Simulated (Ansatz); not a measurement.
# Li3LaTe: the cost of one run

Program: Ansatz 0.2.0. Level of theory: DFT PBE, scalar-relativistic, plane waves, PAW. These are calculated values, not measurements.

### 1 The system as given

It takes space group P4mm (No. 99, tetragonal). Conventional cell: a = 4.729 Å, b = 4.729 Å, c = 4.730 Å, α = 90.00°, β = 90.00°, γ = 90.00°. Around Li (site symmetry 2mm) lie 2 Te at 2.36 Å. Around Li (site symmetry 4mm) lie 2 Te at 2.36 to 2.37 Å. La (site symmetry 4mm) is surrounded by 12 Li at 3.32 to 3.37 Å. Around Te (site symmetry 4mm) lie 6 Li at 2.36 to 2.37 Å.

As a file:

```
CELL_PARAMETERS angstrom
4.72926 0.00000 0.00000
0.00000 4.72926 0.00000
0.00000 0.00000 4.72959
ATOMIC_POSITIONS crystal
Li 0.00000 0.50000 0.51366
Li 0.00000 0.00000 0.01403
Li 0.50000 0.00000 0.51366
La 0.50000 0.50000 0.00573
Te 0.00000 0.00000 0.51460
```

A structure generator made this guess: species swapped into a database cell of CsInBr3 (P4mm, No. 99), with La on the Cs sites, Te on the In sites and Li on the Br sites. The dimensions are guesses.

### 2 Probe: one point on a coarse mesh

Input file input.yaml:

```yaml
crystal:
  lattice:
    - [4.7292598, 0.0, 0.0]
    - [0.0, 4.7292598, 0.0]
    - [0.0, 0.0, 4.72958709]
  atoms:
    - { symbol: Li, position: [0.0, 0.5, 0.51366401] }
    - { symbol: Li, position: [0.0, 0.0, 0.014031] }
    - { symbol: Li, position: [0.5, 0.0, 0.51366401] }
    - { symbol: La, position: [0.5, 0.5, 0.00573] }
    - { symbol: Te, position: [0.0, 0.0, 0.51460201] }
basis:
  ecutwfc: 420
kpoints:
  mp_grid: { grid: [4, 4, 4] }
hamiltonian:
  xc: pbe
scf:
  occupations: { method: gaussian, width: 0.1 }
  lower_state_search: "off"
output:
  forces: true
  stress: true
  eigenvalues: true
```

On the command line:

```console
$ ansatz run input.yaml --threads 1 --pin off --max-ram 2560MiB --backend cpu --events-out ev --progress --plain --runs-dir out
```

Q: Estimate wall time and peak memory on 1 thread of AMD EPYC 7R43 (Zen 3), shared host.

About 4.6 s, with a peak of 0.4 GiB.
